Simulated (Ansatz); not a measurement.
# CH8FNSi2: a ladder of functionals and wavefunction methods

The task here is to estimate one member of a computed series from the others.

Method: functionals in def2-TZVPP, the program's frozen cores in correlated methods; program: Ansatz 0.2.0, Gaussian basis.

The runs, in order: PBE-D4, r2SCAN-D4, PBE0-D4, B3LYP-D4, ωB97X-V, ωB97M-V, B2PLYP; CCSD(T)/def2-TZVPP; MP2/def2-QZVPP; extrapolation to the limit.

### The geometry

An earlier PBE0-D4 in a triple-zeta def2 set relaxation fixed the geometry.

SMILES `FCN[SiH2][SiH3]`, 13 atoms, charge 0, spin multiplicity 1.

Atoms are counted from 1 here; the program's logs count them from 0.

Bond lengths: F1–C2 1.405 Å, C2–N3 1.403 Å, C2–H6 1.092 Å, C2–H7 1.093 Å, N3–Si4 1.743 Å, N3–H8 1.009 Å, Si4–Si5 2.347 Å, Si4–H9 1.488 Å, Si4–H10 1.489 Å, Si5–H11 1.491 Å, Si5–H12 1.487 Å, Si5–H13 1.488 Å. Angles: F1–C2–N3 112.7°, F1–C2–H6 105.9°, F1–C2–H7 105.9°, N3–C2–H6 111.4°, N3–C2–H7 110.4°, H6–C2–H7 110.2°, C2–N3–Si4 122.2°, C2–N3–H8 113.5°, Si4–N3–H8 117.1°, N3–Si4–Si5 114.5°, N3–Si4–H9 106.1°, N3–Si4–H10 106.9°, Si5–Si4–H9 110.1°, Si5–Si4–H10 109.4°, H9–Si4–H10 109.7°, Si4–Si5–H11 110.1°, Si4–Si5–H12 110.7°, Si4–Si5–H13 110.1° and more.

Set-up of the first run:

The input, in.yaml:

```yaml
crystal:
  periodic: [false, false, false]
  atoms:
    - {symbol: F, position_ang: [-0.462614, -1.156497, 1.805494]}
    - {symbol: C, position_ang: [0.061499, 0.137387, 1.966936]}
    - {symbol: N, position_ang: [0.922008, 0.507302, 0.922498]}
    - {symbol: Si, position_ang: [0.334585, 0.890843, -0.673444]}
    - {symbol: Si, position_ang: [-0.664038, -0.908310, -1.802390]}
    - {symbol: H, position_ang: [0.579565, 0.132792, 2.928599]}
    - {symbol: H, position_ang: [-0.801230, 0.807921, 2.006047]}
    - {symbol: H, position_ang: [1.837287, 0.087157, 0.986911]}
    - {symbol: H, position_ang: [1.510901, 1.383944, -1.438957]}
    - {symbol: H, position_ang: [-0.659268, 1.989168, -0.516977]}
    - {symbol: H, position_ang: [-0.983556, -0.518171, -3.205041]}
    - {symbol: H, position_ang: [-1.922388, -1.319820, -1.126282]}
    - {symbol: H, position_ang: [0.267651, -2.068517, -1.838595]}
basis:
  gaussian: {orbitals: def2-TZVPP}
hamiltonian: {xc: pbe, dispersion: d4}
output: {forces: true, orbitals: {seedname: orbitals}}
```

Command:

```bash
$ ansatz run in.yaml --threads 4 --pin off --events-out ev --progress --plain --max-ram 10444MiB
```

Steps of the session up to this table: PBE-D4 (GGA); r2SCAN-D4 (meta-GGA); PBE0-D4 (hybrid); B3LYP-D4 (hybrid); ωB97X-V (range-separated); ωB97M-V (range-separated); B2PLYP (double hybrid); CCSD(T) in def2-TZVPP; MP2 in def2-QZVPP.

One of the session's tables, all rows but one given; the rest of the session is left out.

| method | atomisation energy (kcal/mol) |
| --- | --- |
| PBE-D4 | 1038.7 |
| r2SCAN-D4 | 1027.8 |
| PBE0-D4 | 1024.0 |
| B3LYP-D4 | 1031.4 |
| ωB97X-V | 1038.0 |
| ωB97M-V | 1032.0 |
| B2PLYP | 1016.6 |
| HF/def2-TZVPP | 746.7 |
| MP2/def2-TZVPP | 1006.0 |
| CCSD/def2-TZVPP | ? |
| CCSD(T)/def2-TZVPP | 1001.4 |
| MP2/CBS | 1034.7 |
| CCSD(T)/CBS | 1030.0 |

Q: Estimate the row for CCSD/def2-TZVPP from the others.

**Answer.** atomisation energy (kcal/mol): 988.7. In the column «atomisation energy (kcal/mol)» it lies between HF/def2-TZVPP (746.7) and CCSD(T)/def2-TZVPP (1001.4).

To keep in mind: Free atoms (1 F, 1 C, 1 N, 2 Si, 8 H) were run apart at each level; the atomisation energy is their sum less the molecule, without zero-point or spin-orbit terms.
